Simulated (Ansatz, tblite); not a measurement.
**The cluster W3O9−: competing shapes**

An exercise on one series of results from a longer session: the logs are not shown, and one member is left open.

Computed with Ansatz 0.2.0, Gaussian basis. Level: relaxed with PBE-D4/def2-SVP, doublet.

9 further runs of the same task are left out: 4 that didn't finish, 5 set aside as unsound or not needed. Runs told in other sessions of the task aren't counted.

### Where the work starts

12 atoms, charge -1, spin multiplicity 2.

Atoms are counted from 1 here; the program's logs count them from 0.

Bond lengths: W1–O4 1.867 Å, W1–O5 1.923 Å, W1–O9 1.868 Å, W1–O10 1.693 Å, W1–O12 2.183 Å, W2–O7 1.719 Å, W2–O12 1.719 Å, W3–O5 1.924 Å, W3–O6 1.693 Å, W3–O7 2.182 Å, W3–O8 1.868 Å, W3–O11 1.867 Å, O4–O9 1.422 Å, O8–O11 1.422 Å. Angles: O4–W1–O5 132.4°, O4–W1–O9 44.7°, O4–W1–O10 106.2°, O4–W1–O12 86.4°, O5–W1–O9 91.1°, O5–W1–O10 104.6°, O5–W1–O12 124.6°, O9–W1–O10 108.7°, O9–W1–O12 128.9°, O10–W1–O12 96.9°, O7–W2–O12 179.9°, O5–W3–O6 104.6°, O5–W3–O7 124.6°, O5–W3–O8 91.1°, O5–W3–O11 132.4°, O6–W3–O7 96.9°, O6–W3–O8 108.8°, O6–W3–O11 106.3° and more.

W takes a core potential in the def2 sets. No spin-orbit coupling is included. The ion is computed in the gas phase, without counter-ions or solvent.

A search from random starts with GFN2-xTB found 15 distinct shapes; 2 go on here. The structure above is candidate A, which lies 0.00 eV above the lowest at that level; B lies 1.04 eV above the lowest at that level.

Set-up of the first run:

The input, in.yaml:

```yaml
crystal:
  periodic: [false, false, false]
  atoms:
    - {symbol: W, position_ang: [1.334970, -0.924750, -0.196810]}
    - {symbol: W, position_ang: [0.696090, 1.659860, -0.645040]}
    - {symbol: W, position_ang: [-1.517710, 0.490850, 0.365530]}
    - {symbol: O, position_ang: [2.988410, -1.019820, 0.665860]}
    - {symbol: O, position_ang: [-0.470520, -1.121630, 0.435740]}
    - {symbol: O, position_ang: [-1.921550, 0.807620, 1.978610]}
    - {symbol: O, position_ang: [-0.718750, 2.467690, -0.098100]}
    - {symbol: O, position_ang: [-2.934700, -0.421910, -0.440170]}
    - {symbol: O, position_ang: [1.997190, -1.811360, 1.308550]}
    - {symbol: O, position_ang: [1.437250, -1.964510, -1.528790]}
    - {symbol: O, position_ang: [-3.003200, 0.982580, -0.652430]}
    - {symbol: O, position_ang: [2.112500, 0.855410, -1.192940]}
basis:
  gaussian: {orbitals: def2-SVP}
total_charge: -1
magnetization: {spin_polarized: true, initial_magnetization: 1}
hamiltonian: {xc: pbe, dispersion: d4}
scf: {lower_state_search: "off"}
output: {orbitals: {seedname: orbitals}}
relax: {f_tol: 0.03, max_steps: 70}
```

Started as:

```bash
> ansatz run in.yaml --threads 4 --pin off --events-out ev --progress --plain --max-ram 6963MiB
```

Steps of the session up to this table: Relaxing candidate A; Relaxing candidate B; Candidate A, PBE0-D4/def2-SVP; Candidate A, PBE-D4/def2-SVP; Candidate A, r2SCAN-D4/def2-SVP.

One table of the session follows, with a row left open; its other results are not shown here.

It belongs to the step «A against B». 

```
             level  A above B (kJ/mol)
          GFN1-xTB              +527.8
          GFN2-xTB               -56.8
   PBE-D4/def2-SVP              +527.1
r2SCAN-D4/def2-SVP              +510.0
  PBE0-D4/def2-SVP                   ?
```

**Question.** Estimate the row for PBE0-D4/def2-SVP.

**Answer.** A above B (kJ/mol): +490.2. In the column «A above B (kJ/mol)» it lies between GFN2-xTB (-56.8) and r2SCAN-D4/def2-SVP (+510.0).

To keep in mind: The search was small, so a lower isomer may exist. Only doublets are compared; another spin may lie lower and prefer another shape.
